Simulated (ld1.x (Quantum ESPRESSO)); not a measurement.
# A PAW potential for F, from input to tests

Aim: build the potential from the settings below, then test how well it stands in for the atom: other configurations, scattering, ghost states and the plane-wave cutoff that it needs.

The numbers are computed with ld1.x (Quantum ESPRESSO) 7.5 (PBE, scalar-relativistic, spin-unpolarised reference atom).

## (1) Settings

Typed settings, in words:

```
element                 : fluorine (F, Z = 9)
type                    : PAW
frozen core             : [He]
valence charge          : 7
reference configuration : 2s1 2p6
partial waves           : 2s (bound): rcut 0.68, rcutus 0.74 bohr; 2s channel at 3 Ry: rcut 0.68, rcutus 0.74 bohr; 2p (bound): rcut 1.98, rcutus 2.44 bohr; 2p channel at -0.45 Ry: rcut 1.98, rcutus 2.44 bohr
local potential         : all-electron potential smoothed inside 0.82 bohr (lloc = -1)
core correction         : Bessel-smoothed model core inside 0.55 bohr
augmentation charge     : PSQ, inside the norm-conserving radii
```

The nodes and maxima of the atom's own shells, from an earlier all-electron run, set the scale for the radii.

All-electron outer shells of the reference configuration (PBE, scalar-relativistic, ld1.x):

```tsv
shell	level (eV)	outermost node (bohr)	outermost maximum (bohr)
1s	-664.00	–	0.11
2s	-30.38	0.24	0.76
2p	-11.54	–	0.71
```

## (2) Generating the potential

File F.in:

```
 &input
   title='F', zed=9., rel=1, dft='PBE', iswitch=3,
   config='[He] 2s1 2p6',
   nld=2, rlderiv=2.65, eminld=-4.0, emaxld=5.0, deld=0.02
 /
 &inputp
   pseudotype=3, lpaw=.true., tm=.true., lloc=-1, rcloc=0.82,
   nlcc=.true., new_core_ps=.true., rcore=0.55,
   which_augfun='PSQ', rmatch_augfun_nc=.true.,
   file_pseudopw='F.UPF', file_wfcaegen='ae.wfc', file_wfcncgen='nc.wfc', file_beta='beta', file_chi='chi', file_wfcusgen='us.wfc'
 /
4
2S  1  0   1.00   0.00  0.68  0.74  0.0
2S  1  0   0.00   3.00  0.68  0.74  0.0
2P  2  1   6.00   0.00  1.98  2.44  0.0
2P  2  1   0.00  -0.45  1.98  2.44  0.0
 &test
   configts(1)='2s1 2p6'
 /
```

Command:

```console
$ ld1.x < F.in > F.out
```

What the program wrote to F.out (without the banner and most projector matrices):

```text
     Program LD1 v.7.5
     --------------------------- All-electron run ----------------------------

     F
     scalar relativistic calculation

     atomic number is  9.00
     dft =PBE   lsd =0 sic =0 latt =0  beta=0.20 tr2=1.0E-14
     Exchange-correlation= PBE
                           (   1   4   3   4   0   0   0)
     mesh =1105 r(mesh) =  99.76081 a.u. xmin = -7.00 dx = 0.01250
     1 Ry =  13.60569312 eV, c = 137.03599908

     n l     nl                  e(Ry)          e(Ha)          e(eV)
     1 0     1S 1( 2.00)       -48.8033       -24.4017      -664.0032
     2 0     2S 1( 1.00)        -2.2328        -1.1164       -30.3788
     2 1     2P 1( 6.00)        -0.8482        -0.4241       -11.5402

     final scf error:  6.1E-15 reached in  29 iterations

     Etot =    -198.106554 Ry,     -99.053277 Ha,   -2695.376983 eV

     Ekin =     197.935939 Ry,      98.967969 Ha,    2693.055642 eV
     Encl =    -474.750380 Ry,    -237.375190 Ha,   -6459.307986 eV
     Eh   =      98.980846 Ry,      49.490423 Ha,    1346.703017 eV
     Exc  =     -20.272959 Ry,     -10.136479 Ha,    -275.827656 eV

     normalization and overlap integrals

     s(1S/1S) =  1.000000  <r> =   0.1763  <r2> =    0.0420  r(max) =   0.1139
     s(2S/2S) =  1.000000  <r> =   1.0023  <r2> =    1.2244  r(max) =   0.7617
     s(2P/2P) =  1.000000  <r> =   1.1000  <r2> =    1.6187  r(max) =   0.7066

     ------------------------ End of All-electron run ------------------------

     --------------------- Generating PAW atomic setup --------------------

      Generating local potential from pseudized AE potential:
      Matching radius rcloc =   0.8200

      Local pseudo, rcloc= 0.821 Estimated cut-off energy=    36.16 Ry

      Computing core charge for nlcc:

       r > 0.55 : true rho core
      Core charge pseudized with two Bessel functions
      Integrated core pseudo-charge :   0.33
      Wfc-us  2S rcutus= 0.743  Estimated cut-off energy=    79.96 Ry
      Wfc-us  2S rcutus= 0.743  Estimated cut-off energy=    90.01 Ry
      Wfc-us  2P rcutus= 2.466  Estimated cut-off energy=    13.70 Ry
      Wfc-us  2P rcutus= 2.466  Estimated cut-off energy=    25.19 Ry

     Required augmentation: PSQ   radius:    2.440000

     Q pseudized with Bessel functions
     Expected ecutrho=     428.9149 due to l1=  0   l2=  1

     Estimated PAW energy =  -57.697210 Ryd

     The PAW screened D coefficients
     2.42266     2.39053     0.00000     0.00000
     2.39053     2.36233     0.00000     0.00000
     0.00000     0.00000    -0.88866    -0.35714
     0.00000     0.00000    -0.35714    -0.41109

     The PAW descreened D coefficients (US)
     1.32269     1.31270     0.00000     0.00000
     1.31270     1.23320     0.00000     0.00000
     0.00000     0.00000     3.35810     1.60902
     0.00000     0.00000     1.60902     1.09810

     ------------------- End of pseudopotential generation -------------------

     [... the all-electron block is printed once more ...]


     Computing logarithmic derivative in   2.64202
     Computing logarithmic derivative in   2.64202
     Computing the partial wave expansion
     R is outside the sphere for l=    0 j= 0.00
     R is outside the sphere for l=    0 j= 0.00
     R is outside the sphere for l=    1 j= 0.00
     R is outside the sphere for l=    1 j= 0.00

     ---------------------- Testing the pseudopotential ----------------------

     F
     scalar relativistic calculation

     atomic number is  9.00   valence charge is  7.00
     dft = SLA  PW   PBX  PBC   lsd =0 sic =0 latt =0  beta=0.20 tr2=1.0E-14
     mesh =1105 r(mesh) =  99.76081 xmin = -7.00 dx = 0.01250

     n l     nl             e AE (Ry)        e PS (Ry)    De AE-PS (Ry)
     1 0     2S   1( 1.00)       -2.23280       -2.23285        0.00005
     2 1     2P   1( 6.00)       -0.84819       -0.84819       -0.00000

     eps = 7.6E-17  iter =  4

     Etot =    -198.106554 Ry,     -99.053277 Ha,   -2695.376983 eV
     Etotps =   -57.697260 Ry,     -28.848630 Ha,    -785.011214 eV

     Ekin =      48.881954 Ry,      24.440977 Ha,     665.072868 eV
     Encl =    -128.508806 Ry,     -64.254403 Ha,   -1748.451375 eV
     Ehrt =      42.202550 Ry,      21.101275 Ha,     574.194947 eV
     Ecxc =     -20.272959 Ry,     -10.136479 Ha,    -275.827655 eV
     (Ecc =      -0.577729 Ry,      -0.288864 Ha,      -7.860403 eV)

     ---------------------- End of pseudopotential test ----------------------
```

Wall time 1.2 s (1 thread of Neoverse-V1, shared host). This counts the later configuration tests of the new file too.

All-electron and pseudo partial waves u(r) = r·R(r), from the program's wave files:

```csv
r (bohr),2s AE,2s PS
0.122,-0.4195,0.2425
0.244,0.0026,0.4742
0.366,0.4649,0.6826
0.488,0.7874,0.8531
0.610,0.9621,0.9708
0.732,1.0238,1.0238
0.854,1.0108,1.0108
0.976,0.9535,0.9535
1.098,0.8731,0.8731
1.220,0.7833,0.7833
1.342,0.6925,0.6925
1.464,0.6057,0.6057
1.586,0.5256,0.5256
1.708,0.4532,0.4532
1.830,0.3888,0.3888
1.952,0.3323,0.3323
2.074,0.2832,0.2832
2.196,0.2407,0.2407
2.318,0.2041,0.2041
2.440,0.1728,0.1728
2.562,0.1461,0.1461
2.684,0.1234,0.1234
2.806,0.1041,0.1041
2.928,0.0878,0.0878
3.050,0.0739,0.0739
3.172,0.0622,0.0622
```

## (3) Transferability test

File F.test.in:

```
 &input
   title='F', zed=9., rel=1, dft='PBE', iswitch=2,
   config='[He] 2s1 2p6'
 /
 &test
   file_pseudo='F.UPF', nconf=8,
   configts(1)='2s1 2p6',
   configts(2)='2s2 2p5',
   configts(3)='2s2 2p4',
   configts(4)='2s2 2p3',
   configts(5)='2s2 2p5.3',
   configts(6)='2s2 2p1',
   configts(7)='2s2 2p2',
   configts(8)='2s1 2p5'
 /
```

Command:

```console
$ ld1.x < F.test.in > F.test.out
```

F.test.out, the pseudopotential blocks, each with the warnings that came before it:

```text
     ---------------------- Testing the pseudopotential ----------------------

     F
     scalar relativistic calculation

     atomic number is  9.00   valence charge is  7.00
     dft =SLA  PW   PBX  PBC   lsd =0 sic =0 latt =0  beta=0.20 tr2=1.0E-14
     mesh =1105 r(mesh) =  99.76081 xmin = -7.00 dx = 0.01250

     n l     nl             e AE (Ry)        e PS (Ry)    De AE-PS (Ry)
     1 0     2S   1( 1.00)       -2.23280       -2.23285        0.00005
     2 1     2P   1( 6.00)       -0.84819       -0.84819       -0.00000

     eps = 7.7E-17  iter =  4

     Etot =    -198.106554 Ry,     -99.053277 Ha,   -2695.376983 eV
     Etotps =   -57.697260 Ry,     -28.848630 Ha,    -785.011214 eV

     Ekin =      48.881954 Ry,      24.440977 Ha,     665.072868 eV
     Encl =    -128.508806 Ry,     -64.254403 Ha,   -1748.451375 eV
     Ehrt =      42.202550 Ry,      21.101275 Ha,     574.194947 eV
     Ecxc =     -20.272959 Ry,     -10.136479 Ha,    -275.827655 eV
     (Ecc =      -0.577729 Ry,      -0.288864 Ha,      -7.860403 eV)

     ---------------------- End of pseudopotential test ----------------------

     ---------------------- Testing the pseudopotential ----------------------

     F
     [...]
     n l     nl             e AE (Ry)        e PS (Ry)    De AE-PS (Ry)
     1 0     2S   1( 2.00)       -2.19758       -2.21450        0.01692  !
     2 1     2P   1( 5.00)       -0.81670       -0.79998       -0.01671  !

     eps = 1.6E-15  iter = 22

     Etot =    -199.489330 Ry,     -99.744665 Ha,   -2714.190600 eV
     Etotps =   -59.090577 Ry,     -29.545288 Ha,    -803.968253 eV
     dEtot_ae =      -1.382775 Ry
     dEtot_ps =      -1.393317 Ry,   Delta E=       0.010541 Ry

     [...]
     ---------------------- End of pseudopotential test ----------------------

     BEWARE! Errors in PS-KS equations
     Warning: n=1, l=0 expected 0 nodes, found 2
     Warning: n=2, l=1 expected 0 nodes, found 1
     ---------------------- Testing the pseudopotential ----------------------

     F
     [...]
     n l     nl             e AE (Ry)        e PS (Ry)    De AE-PS (Ry)
     1 0     2S   1( 2.00)       -3.48292       -4.78636        1.30344  !
     2 1     2P   1( 4.00)       -2.08065       -2.08065        0.00000

     eps = 4.2E-28  iter =  6

     Etot =    -198.064175 Ry,     -99.032088 Ha,   -2694.800384 eV
     Etotps =   -28.492150 Ry,     -14.246075 Ha,    -387.655451 eV
     dEtot_ae =       0.042379 Ry
     dEtot_ps =      29.205110 Ry,   Delta E=     -29.162731 Ry

     [...]
     ---------------------- End of pseudopotential test ----------------------

     BEWARE! Errors in PS-KS equations
     ---------------------- Testing the pseudopotential ----------------------

     F
     [...]
     n l     nl             e AE (Ry)        e PS (Ry)    De AE-PS (Ry)
     1 0     2S   1( 2.00)       -4.99731       -6.40191        1.40460  !
     2 1     2P   1( 3.00)       -3.60167       -3.60167        0.00000

     eps = 3.0E-27  iter =  6

     Etot =    -195.242940 Ry,     -97.621470 Ha,   -2656.415526 eV
     Etotps =   -34.205660 Ry,     -17.102830 Ha,    -465.391717 eV
     dEtot_ae =       2.863614 Ry
     dEtot_ps =      23.491600 Ry,   Delta E=     -20.627985 Ry

     [...]
     ---------------------- End of pseudopotential test ----------------------

     ---------------------- Testing the pseudopotential ----------------------

     F
     [...]
     n l     nl             e AE (Ry)        e PS (Ry)    De AE-PS (Ry)
     1 0     2S   1( 2.00)       -1.86725       -1.92000        0.05275  !
     2 1     2P   1( 5.30)       -0.49676       -0.51193        0.01517  !

     eps = 9.3E-15  iter = 31

     Etot =    -199.685554 Ry,     -99.842777 Ha,   -2716.860368 eV
     Etotps =   -59.286415 Ry,     -29.643207 Ha,    -806.632764 eV
     dEtot_ae =      -1.579000 Ry
     dEtot_ps =      -1.589155 Ry,   Delta E=       0.010155 Ry

     [...]
     ---------------------- End of pseudopotential test ----------------------
```

5 tests gave no usable energy difference (2s2 2p4; 2s2 2p3; 2s2 2p1; 2s2 2p2; others); the test run stopped with "negative rho".

The tests as a table, with energies relative to 2s1 2p6.

| valence configuration | charge | ΔE all-electron (eV) | error AE − PS (meV) |
| --- | --- | --- | --- |
| 2s2 2p5 | 0 | -18.814 | +143 |
| 2s2 2p5.3 | -0.3 | -21.483 | +138 |

## (4) Does it scatter like the atom?

Taken from the files of the generation run. The phase is arctan(r·u′/u) with u = r·R, unwrapped, with energies in Ry. A pole is an energy at which the radial function vanishes at the test radius. The pseudo phase is shifted by a multiple of π to meet the all-electron one at the reference energy. Levels narrower than the energy grid can be missing from the poles. Left out: p, where the overlap operator is not positive , so their phases aren't trusted. The last column is the largest difference on the grid between −1 and +1 Ry.

| channel | radius (bohr) | reference (Ry) | poles AE | poles PS | window around the reference with phases within 0.05 rad (Ry) | largest difference near zero (rad) |
| --- | --- | --- | --- | --- | --- | --- |
| s | 2.64 | -2.23 | -2.18, 3.17 | -2.18, 3.17 | the whole range | 0.000 |

Phases (rad) along the scan:

```csv
E (Ry),s AE,s PS
-4.00,1.369,1.369
-3.52,1.351,1.351
-3.04,1.324,1.324
-2.56,1.252,1.252
-2.08,-1.706,-1.706
-1.60,-1.827,-1.827
-1.12,-1.890,-1.890
-0.64,-1.973,-1.973
-0.16,-2.121,-2.121
0.32,-2.469,-2.469
0.80,-3.374,-3.374
1.28,-4.162,-4.162
1.76,-4.451,-4.451
2.24,-4.583,-4.583
2.72,-4.660,-4.660
3.20,-4.715,-4.715
3.68,-4.761,-4.761
4.16,-4.805,-4.805
4.64,-4.854,-4.854
```

## (5) Cutoff and ghost test in a Bessel basis

This step uses the generator's waves and projectors in a separate script. Basis: spherical Bessel functions vanishing at 20 bohr, q² up to the cutoff; potential fixed at the reference.

No cutoffs are read. The overlap operator is not positive in p (lowest eigenvalue -0.930), so the test is not defined there. The ghost test is not conclusive.

## (6) Results

| quantity | value |
| --- | --- |
| cutoffs | not determined |
| bound ghosts | not determined |
| largest test error (AE − PS) | +143 meV, for 2s2 2p5 (5 tests unsolved) |
| largest phase difference near zero energy, channels read | 0.000 rad |
| lowest eigenvalue of the overlap (Bessel basis) | -0.930 (p) |
| density cutoff estimated by the generator | 429 Ry |

**Reading.** The overlap operator is not positive definite in p, so a plane-wave run would break down once the basis is large enough. The worst unpolarised test, 2s2 2p5, is off by 143 meV on 18.8 eV; by total energies transferability rates as poor. The test run broke off, so later configurations gave nothing; the verdict rests on few tests. No cutoffs are read. Ghosts could not be judged. Near zero energy the phases of the channels with partial waves that could be evaluated agree within 0.001 rad. These are tests on the free atom; a crystal test is still owed.
